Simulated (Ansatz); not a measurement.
Run this with Ansatz's Python interface and show what comes out.

Script `freq.py`:
```python
'''Vibrations and zero-point energy of BrH5N2Si.'''

import itertools

import ansatz as az
from ase import Atoms
from ase.data import atomic_numbers, covalent_radii
from ase.thermochemistry import IdealGasThermo
import numpy as np


def main() -> None:
    mol = (
        az.Crystal.molecule()
        .atom('N', (-0.6471, 1.067, -0.3398))
        .atom('Si', (0.3724, -0.1804, -0.3951))
        .atom('N', (0.1676, -0.633, 1.1969))
        .atom('Br', (-0.3294, -1.7436, -1.6823))
        .atom('H', (-0.622, 1.6289, -1.2359))
        .atom('H', (-0.383, 1.7544, 0.3834))
        .atom('H', (1.7681, 0.2806, -0.6842))
        .atom('H', (0.5585, -1.5763, 1.3071))
        .atom('H', (-0.7965, -0.6439, 1.4327))
    )

    base = (
        mol.calculation()
        .basis(gaussian='def2-SVP')  # atom-centred Gaussian functions
        .functional('pbe0')
    )
    symbols = [site.symbol for site in mol.cartesian_sites]
    start = np.array([site.position_ang for site in mol.cartesian_sites], dtype=float)
    rep = base.relax(force_tolerance=0.003, max_steps=100).run().report
    end = np.array(rep['positions_ang'])

    # pairs closer than 1.2 times the sum of covalent radii, before or after
    radius = [covalent_radii[atomic_numbers[s]] for s in symbols]
    span = lambda where, i, j: np.linalg.norm(where[i] - where[j])
    bonded = [(i, j) for i, j in itertools.combinations(range(len(symbols)), 2) if min(span(start, i, j), span(end, i, j)) < 1.2 * (radius[i] + radius[j])]
    print('pair        before    after (A)')
    for i, j in bonded:
        print(f'{symbols[i]}{i}-{symbols[j]}{j}'.ljust(10), f'{span(start, i, j):8.4f} {span(end, i, j):8.4f}')

    # same settings at the minimum
    minimum = az.Crystal.molecule()
    for symbol, place in zip(symbols, end):
        minimum = minimum.atom(symbol, place.tolist())
    vibrating = (
        minimum.calculation()
        .basis(gaussian='def2-SVP')  # atom-centred Gaussian functions
        .functional('pbe0')
        .phonons(temperatures=(200, 600, 100))
    )
    vib = vibrating.run().report['vibrations']
    sums = vib['harmonic_sums']
    modes = [m['omega_inv_cm'] for m in sums['modes_at_gamma'] if m['rigid_motion'] == 'no']
    print('frequencies (1/cm):', ' '.join(f'{w:.0f}' for w in modes))
    print('imaginary modes:', sum(w < 0 for w in modes), ' zero-point energy:', round(sums['zero_point_energy_ev'], 4), 'eV')
    # rigid rotor and ideal gas, symmetry number taken as one
    gas = IdealGasThermo(vib_energies=[w / 8065.544 for w in modes if w > 0], geometry='linear' if len(modes) == 3 * len(symbols) - 5 else 'nonlinear',
                         atoms=Atoms(symbols, positions=end), symmetrynumber=1, spin=0.0)
    print(f'H(298 K) - E = {gas.get_enthalpy(298.15, verbose=False):.4f} eV')
    print(f'S(298 K, 1 bar) = {96485.33 * gas.get_entropy(298.15, 1e5, verbose=False):.1f} J/(mol K) with symmetry number 1')


if __name__ == '__main__':
    main()
```

```console
$ python freq.py
pair        before    after (A)
N0-Si1       1.6120   1.7119
N0-H4        1.0580   1.0123
N0-H5        1.0321   1.0135
Si1-N2       1.6677   1.7105
Si1-Br3      2.1431   2.2569
Si1-H6       1.4980   1.4893
N2-H7        1.0270   1.0137
N2-H8        0.9926   1.0144
frequencies (1/cm): 181 198 263 281 328 395 403 464 744 764 831 878 903 963 1523 1536 2247 3610 3621 3714 3731
imaginary modes: 0  zero-point energy: 1.7096 eV
H(298 K) - E = 1.9143 eV
S(298 K, 1 bar) = 337.4 J/(mol K) with symmetry number 1
```

Notes:
- These settings explore the input space; basis and method may be short of convergence.
- The frequencies are harmonic and unscaled, in a modest basis. The result belongs to the one conformer reached from this start, and soft torsions count as harmonic oscillators.
- The entropy takes a symmetry number of 1; a symmetric molecule's is lower by R ln(sigma).
- Wall time of the script: 7.1 min on 1 thread of Arm Neoverse N1 (shared host), peak memory 0.35 GiB.
